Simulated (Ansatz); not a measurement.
# VWC2 (R-3m) in Ansatz: equation of state

How stiff is VWC2 in PBEsol, and what volume does it want? The cell is scaled to several volumes.

Everything below comes from runs of Ansatz 0.2.0. Logs are shortened: lines on timing, memory, paths and dates and some standing lists are left out, and cuts for length are marked.

## Step 1: The structure

The structure is trigonal, space group R-3m (No. 166). Conventional cell: a = 3.034 Å, b = 3.034 Å, c = 14.802 Å, α = 90.00°, β = 90.00°, γ = 120.00°. Around W (site symmetry -3m) lie 6 C at 2.17 Å. Around V (site symmetry -3m) lie 6 C at 2.11 Å. C (site symmetry 3m) has 3 V at 2.11 Å and 3 W at 2.17 Å as nearest neighbours.

The cell comes from a database or a generator and needn't be the stable form of this composition.

## Step 2: Equation of state, PBEsol, collinear spin, ferromagnetic start

Potentials or basis: all-electron LAPW, scalar-relativistic.

No new run: the results of the series are fitted here.

What came out:

```
Equilibrium volume                        : 9.53 Å³/atom
Bulk modulus at fixed shape and positions : 361 GPa
Pressure derivative of the bulk modulus   : 4.3
```

Energy against volume, from the lowest point:
```
volume (Å³/atom)  energy (meV/atom)
           9.244               9.18
           9.440               0.00
           9.637               0.43
           9.834               9.48
          10.030              26.27
          10.227              50.00
          10.424              79.97
```

Caveat: the cell was scaled at fixed shape and fractional positions, which overstates the stiffness of a crystal with free parameters, most of all of layers and chains; the starting moments weren't kept.
